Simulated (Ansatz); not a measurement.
**CH3FOSn: basis-set convergence**

An exercise on one series of results from a longer session: the logs are not shown, and one member is left open.

Program: Ansatz 0.2.0, Gaussian basis. Level of theory: one geometry, several basis sets. These are calculated values, not measurements.

Plan: PBE0-D4/def2-SVP; ωB97M-V/def2-SVP; PBE0-D4/def2-QZVPP; ωB97M-V/def2-QZVPP; the functionals' def2-TZVPP values are taken from earlier runs.

### Structure used throughout

An earlier PBE0-D4 in a triple-zeta def2 set relaxation fixed the geometry. Sn takes the def2 core potential; no spin-orbit term is included.

SMILES `C[O][Sn][F]`, 7 atoms, charge 0, spin multiplicity 1.

Atoms are counted from 1 here; the program's logs count them from 0.

Bond lengths: C1–O2 1.408 Å, C1–H5 1.095 Å, C1–H6 1.095 Å, C1–H7 1.095 Å, O2–Sn3 1.958 Å, Sn3–F4 1.952 Å. Angles: O2–C1–H5 112.6°, O2–C1–H6 109.6°, O2–C1–H7 109.5°, H5–C1–H6 108.5°, H5–C1–H7 108.6°, H6–C1–H7 107.9°, C1–O2–Sn3 128.3°, O2–Sn3–F4 96.2°.

As a file:

```mol
CH3FOSn
  3D, bonds by distance, orders not assigned

  7  6  0  0  0  0  0  0  0  0999 V2000
    0.2379    0.8164    0.0442 C   0  0
    0.2297   -0.2376    0.9775 O   0  0
   -0.3302   -2.0941    0.7053 Sn  0  0
   -0.8138   -1.8962   -1.1750 F   0  0
   -0.1091    0.5035   -0.9457 H   0  0
   -0.4075    1.6268    0.3995 H   0  0
    1.2543    1.2131   -0.0513 H   0  0
  1  2  8  0
  2  3  8  0
  3  4  8  0
  1  5  8  0
  1  6  8  0
  1  7  8  0
M  END
```

The first run:

Contents of in.yaml:

```yaml
crystal:
  periodic: [false, false, false]
  atoms:
    - {symbol: C, position_ang: [0.237912, 0.816396, 0.044178]}
    - {symbol: O, position_ang: [0.229708, -0.237632, 0.977471]}
    - {symbol: Sn, position_ang: [-0.330169, -2.094089, 0.705254]}
    - {symbol: F, position_ang: [-0.813849, -1.896158, -1.174971]}
    - {symbol: H, position_ang: [-0.109081, 0.503511, -0.945727]}
    - {symbol: H, position_ang: [-0.407508, 1.626845, 0.399537]}
    - {symbol: H, position_ang: [1.254287, 1.213127, -0.051343]}
basis:
  gaussian: {orbitals: def2-SVP}
hamiltonian: {xc: pbe0, dispersion: d4}
output: {orbitals: {seedname: orbitals}}
```

The run is started by

```sh
ansatz run in.yaml --threads 2 --pin off --events-out ev --progress --plain --max-ram 22528MiB --backend cpu
```

Among the steps run: PBE0-D4 in def2-SVP; ωB97M-V in def2-SVP; PBE0-D4 in def2-QZVPP; ωB97M-V in def2-QZVPP.

One table of the session follows, with a row left open; its other results are not shown here.

It belongs to the step «Density functionals: the series». 

```
functional       basis  HOMO (eV)  LUMO (eV)
   PBE0-D4    def2-SVP          ?          ?
   PBE0-D4  def2-TZVPP      -7.83      -2.28
   PBE0-D4  def2-QZVPP      -7.87      -2.31
   ωB97M-V    def2-SVP      -9.94      -0.30
   ωB97M-V  def2-TZVPP     -10.09      -0.55
   ωB97M-V  def2-QZVPP     -10.12      -0.62
```

**Question.** Estimate the row for PBE0-D4, def2-SVP.

**Answer.** HOMO (eV): -7.71; LUMO (eV): -2.13. In the column «HOMO (eV)» it is the highest.
